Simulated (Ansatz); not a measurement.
# CH6ClGeNO: up Jacob's ladder to CCSD(T)

An exercise on one series of results from a longer session: the logs are not shown, and one member is left open.

Program: Ansatz 0.2.0, Gaussian basis. Level of theory: functionals in def2-TZVPP, the program's frozen cores in correlated methods. These are calculated values, not measurements.

Levels to be run: PBE-D4, r2SCAN-D4, PBE0-D4, B3LYP-D4, ωB97X-V, ωB97M-V, B2PLYP; CCSD(T)/def2-TZVPP; MP2/def2-QZVPP; extrapolation to the limit.

## The relaxed structure

The geometry comes from an earlier relaxation with PBE0-D4 in a triple-zeta def2 set; it is a stationary point, not always the lowest conformer.

SMILES `C[O][GeH]([NH2])[Cl]`, 11 atoms, charge 0, spin multiplicity 1.

Atoms are counted from 1 here; the program's logs count them from 0.

Bond lengths: C1–O2 1.413 Å, C1–H6 1.092 Å, C1–H7 1.097 Å, C1–H8 1.096 Å, O2–Ge3 1.762 Å, Ge3–N4 1.816 Å, Ge3–Cl5 2.149 Å, Ge3–H9 1.533 Å, N4–H10 1.011 Å, N4–H11 1.010 Å. Angles: O2–C1–H6 107.5°, O2–C1–H7 111.9°, O2–C1–H8 112.1°, H6–C1–H7 108.1°, H6–C1–H8 108.6°, H7–C1–H8 108.5°, C1–O2–Ge3 118.3°, O2–Ge3–N4 107.9°, O2–Ge3–Cl5 102.5°, O2–Ge3–H9 113.4°, N4–Ge3–Cl5 114.1°, N4–Ge3–H9 109.7°, Cl5–Ge3–H9 109.1°, Ge3–N4–H10 114.8°, Ge3–N4–H11 115.1°, H10–N4–H11 109.3°.

Set-up of the first run:

in.yaml reads:

```yaml
crystal:
  periodic: [false, false, false]
  atoms:
    - {symbol: C, position_ang: [-0.841920, 0.750753, 1.401822]}
    - {symbol: O, position_ang: [-0.697721, 0.988428, 0.016332]}
    - {symbol: Ge, position_ang: [0.637536, 0.210425, -0.830066]}
    - {symbol: N, position_ang: [0.420762, -1.586233, -0.684607]}
    - {symbol: Cl, position_ang: [0.421089, 0.960373, -2.831963]}
    - {symbol: H, position_ang: [-1.755712, 1.251545, 1.727505]}
    - {symbol: H, position_ang: [-0.003084, 1.162888, 1.976966]}
    - {symbol: H, position_ang: [-0.927671, -0.317355, 1.629716]}
    - {symbol: H, position_ang: [2.015773, 0.609605, -0.290260]}
    - {symbol: H, position_ang: [-0.417859, -1.948542, -1.117319]}
    - {symbol: H, position_ang: [1.214109, -2.138988, -0.977526]}
basis:
  gaussian: {orbitals: def2-TZVPP}
hamiltonian: {xc: pbe, dispersion: d4}
output: {forces: true, orbitals: {seedname: orbitals}}
```

The run is started by

```console
> ansatz run in.yaml --threads 2 --pin off --events-out ev --progress --plain --max-ram 32768MiB --backend cpu
```

Among the steps run: PBE-D4 (GGA); r2SCAN-D4 (meta-GGA); PBE0-D4 (hybrid); B3LYP-D4 (hybrid); ωB97X-V (range-separated); ωB97M-V (range-separated); B2PLYP (double hybrid); CCSD(T) in def2-TZVPP; MP2 in def2-QZVPP.

One of the session's tables, all rows but one given; the rest of the session is left out.

| method | atomisation energy (eV) |
| --- | --- |
| PBE-D4 | 39.758 |
| r2SCAN-D4 | 39.113 |
| PBE0-D4 | 38.958 |
| B3LYP-D4 | 38.963 |
| ωB97X-V | 39.330 |
| ωB97M-V | 39.157 |
| B2PLYP | 38.627 |
| HF/def2-TZVPP | ? |
| MP2/def2-TZVPP | 38.822 |
| CCSD/def2-TZVPP | 37.543 |
| CCSD(T)/def2-TZVPP | 38.189 |
| MP2/CBS | 39.878 |
| CCSD(T)/CBS | 39.245 |

Estimate the missing values for HF/def2-TZVPP.

As computed: atomisation energy (eV): 27.229. In the column «atomisation energy (eV)» it is the lowest.

To keep in mind: Free atoms (1 C, 1 O, 1 Ge, 1 N, 1 Cl, 6 H) were run apart at each level; the atomisation energy is their sum less the molecule, without zero-point or spin-orbit terms.
